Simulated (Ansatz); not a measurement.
**C₂H₈AlNSi: up Jacob's ladder to CCSD(T)**

Aim: compute C₂H₈AlNSi with functionals from several rungs and with coupled cluster, and see how far each lands from CCSD(T) at the basis-set limit for the atomisation energy.

Program: Ansatz 0.2.0, Gaussian basis. Level of theory: functionals in def2-TZVPP, the program's frozen cores in correlated methods. These are calculated values, not measurements.

The runs, in order: PBE-D4, r2SCAN-D4, PBE0-D4, B3LYP-D4, ωB97X-V, ωB97M-V, B2PLYP; CCSD(T)/def2-TZVPP; MP2/def2-QZVPP; extrapolation to the limit.

## 1. The relaxed structure

The geometry comes from an earlier relaxation with PBE0-D4 in a triple-zeta def2 set; it is a stationary point, not always the lowest conformer.

SMILES `[CH3][Al]1[NH][SiH]1C`, 13 atoms, charge 0, spin multiplicity 1.

Atoms are counted from 1 here; the program's logs count them from 0.

Bond lengths: C1–Al2 1.946 Å, C1–H6 1.093 Å, C1–H7 1.093 Å, C1–H8 1.094 Å, Al2–N3 1.779 Å, Al2–Si4 2.307 Å, N3–Si4 1.763 Å, N3–H9 1.009 Å, Si4–C5 1.875 Å, Si4–H10 1.498 Å, C5–H11 1.095 Å, C5–H12 1.094 Å, C5–H13 1.091 Å. Angles: Al2–C1–H6 111.2°, Al2–C1–H7 111.0°, Al2–C1–H8 110.8°, H6–C1–H7 108.3°, H6–C1–H8 108.2°, H7–C1–H8 107.2°, C1–Al2–N3 136.3°, C1–Al2–Si4 174.6°, N3–Al2–Si4 49.1°, Al2–N3–Si4 81.3°, Al2–N3–H9 148.7°, Si4–N3–H9 130.0°, Al2–Si4–N3 49.7°, Al2–Si4–C5 128.9°, Al2–Si4–H10 124.7°, N3–Si4–C5 116.8°, N3–Si4–H10 114.6°, C5–Si4–H10 106.0° and more.

## 2. PBE-D4 (GGA)

File in.yaml:

```yaml
crystal:
  periodic: [false, false, false]
  atoms:
    - {symbol: C, position_ang: [-2.614931, 1.385061, 0.701533]}
    - {symbol: Al, position_ang: [-0.818890, 0.732583, 0.331770]}
    - {symbol: N, position_ang: [0.370812, -0.298559, 1.159747]}
    - {symbol: Si, position_ang: [1.296630, 0.061185, -0.296877]}
    - {symbol: C, position_ang: [1.799944, -1.398564, -1.360887]}
    - {symbol: H, position_ang: [-3.001904, 0.967775, 1.634571]}
    - {symbol: H, position_ang: [-3.303037, 1.118980, -0.105332]}
    - {symbol: H, position_ang: [-2.621313, 2.475380, 0.786448]}
    - {symbol: H, position_ang: [0.624134, -0.841495, 1.972064]}
    - {symbol: H, position_ang: [2.547465, 0.851691, -0.062538]}
    - {symbol: H, position_ang: [2.565749, -1.995013, -0.854722]}
    - {symbol: H, position_ang: [2.226036, -1.048672, -2.305571]}
    - {symbol: H, position_ang: [0.949604, -2.044953, -1.585406]}
basis:
  gaussian: {orbitals: def2-TZVPP}
hamiltonian: {xc: pbe, dispersion: d4}
output: {forces: true, orbitals: {seedname: orbitals}}
```

Command:

```bash
ansatz run in.yaml --threads 4 --pin off --events-out ev --progress --plain --max-ram 10444MiB
```

Further steps of the session: r2SCAN-D4 (meta-GGA); PBE0-D4 (hybrid); B3LYP-D4 (hybrid); ωB97X-V (range-separated); ωB97M-V (range-separated); B2PLYP (double hybrid); CCSD(T) in def2-TZVPP; MP2 in def2-QZVPP.

Before running them: what should the planned runs give, taken together? Wanted: atomisation energy, CCSD(T)/CBS; farthest; mean size of error, hybrid; mean size of error, range-separated; gap, smallest and largest; T1 diagnostic; triples share of the correlation energy.

**Answer**, as computed:

| quantity | value |
| --- | --- |
| atomisation energy, CCSD(T)/CBS | 4599.3 kJ/mol |
| functionals within 23.0 kJ/mol (0.5 %) | r2SCAN-D4, PBE0-D4, B3LYP-D4, ωB97X-V, ωB97M-V |
| farthest | PBE-D4 (+58.7 kJ/mol) |
| mean size of error, hybrid | 1.0 kJ/mol |
| mean size of error, range-separated | 16.4 kJ/mol |
| gap, smallest and largest | 3.73 eV (PBE-D4), 9.51 eV (ωB97X-V) |
| T1 diagnostic | 0.0125 |
| triples share of the correlation energy | 4.1 % |

In words: PBE-D4 is off by +58.7 kJ/mol. Double hybrids carry the basis error of their MP2 part in triple zeta, and no dispersion term here, so their miss is partly the set-up's. Misses under about 23.0 kJ/mol are within the doubt on the reference itself, which lacks core-valence correlation, relativity and higher excitations. Hartree-Fock recovers 73 % of the binding; the rest is correlation. The gap grows from 3.7 to 9.5 eV across the functionals, mostly with the share of exact exchange.
